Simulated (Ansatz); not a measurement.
**C2H9BOSi: small, medium and large basis sets**

One table from this session's results is given with a row withheld; the runs are named, their logs left out.

The runs use Ansatz 0.2.0, Gaussian basis; one geometry, several basis sets.

Levels to be run: PBE0-D4/def2-SVP; ωB97M-V/def2-SVP; PBE0-D4/def2-QZVPP; ωB97M-V/def2-QZVPP; the functionals' def2-TZVPP values are taken from earlier runs.

### Structure used throughout

All runs share one geometry, relaxed beforehand with PBE0-D4 in a triple-zeta def2 set.

SMILES `BC(C)O[SiH3]`, 14 atoms, charge 0, spin multiplicity 1.

Atoms are counted from 1 here; the program's logs count them from 0.

Bond lengths: B1–C2 1.556 Å, B1–H6 1.194 Å, B1–H7 1.197 Å, C2–C3 1.528 Å, C2–O4 1.423 Å, C2–H8 1.111 Å, C3–H9 1.092 Å, C3–H10 1.093 Å, C3–H11 1.092 Å, O4–Si5 1.641 Å, Si5–H12 1.481 Å, Si5–H13 1.492 Å, Si5–H14 1.490 Å. Angles: C2–B1–H6 121.8°, C2–B1–H7 117.9°, H6–B1–H7 120.3°, B1–C2–C3 113.4°, B1–C2–O4 112.7°, B1–C2–H8 103.1°, C3–C2–O4 111.2°, C3–C2–H8 106.9°, O4–C2–H8 109.0°, C2–C3–H9 110.6°, C2–C3–H10 111.0°, C2–C3–H11 110.7°, H9–C3–H10 107.8°, H9–C3–H11 108.5°, H10–C3–H11 108.2°, C2–O4–Si5 124.4°, O4–Si5–H12 106.7°, O4–Si5–H13 109.9° and more.

Set-up of the first run:

The input, in.yaml:

```yaml
crystal:
  periodic: [false, false, false]
  atoms:
    - {symbol: B, position_ang: [0.858381, 1.924036, -0.071821]}
    - {symbol: C, position_ang: [0.032405, 0.609001, 0.024477]}
    - {symbol: C, position_ang: [-0.282903, 0.195546, 1.461390]}
    - {symbol: O, position_ang: [0.621192, -0.463077, -0.703191]}
    - {symbol: Si, position_ang: [-0.197403, -1.780658, -1.238894]}
    - {symbol: H, position_ang: [1.844515, 1.999668, -0.740185]}
    - {symbol: H, position_ang: [0.455769, 2.883002, 0.521254]}
    - {symbol: H, position_ang: [-0.933104, 0.883298, -0.452344]}
    - {symbol: H, position_ang: [0.631329, -0.082225, 1.990483]}
    - {symbol: H, position_ang: [-0.955327, -0.665737, 1.482730]}
    - {symbol: H, position_ang: [-0.760684, 1.014488, 2.002217]}
    - {symbol: H, position_ang: [0.668553, -2.438791, -2.244470]}
    - {symbol: H, position_ang: [-1.489694, -1.359633, -1.854356]}
    - {symbol: H, position_ang: [-0.506031, -2.748017, -0.148590]}
basis:
  gaussian: {orbitals: def2-SVP}
hamiltonian: {xc: pbe0, dispersion: d4}
output: {orbitals: {seedname: orbitals}}
```

Steps of the session up to this table: PBE0-D4 in def2-SVP; ωB97M-V in def2-SVP; PBE0-D4 in def2-QZVPP; ωB97M-V in def2-QZVPP.

One of the session's tables, all rows but one given; the rest of the session is left out.

It belongs to the step «Functionals by basis». 

| functional | basis | HOMO (eV) |
| --- | --- | --- |
| PBE0-D4 | def2-SVP | -7.97 |
| PBE0-D4 | def2-TZVPP | -8.06 |
| PBE0-D4 | def2-QZVPP | -8.08 |
| ωB97M-V | def2-SVP | -10.28 |
| ωB97M-V | def2-TZVPP | ? |
| ωB97M-V | def2-QZVPP | -10.41 |

Q: Estimate the row for ωB97M-V, def2-TZVPP from the others.

As computed: HOMO (eV): -10.40. In the column «HOMO (eV)» it lies between ωB97M-V, def2-QZVPP (-10.41) and ωB97M-V, def2-SVP (-10.28).
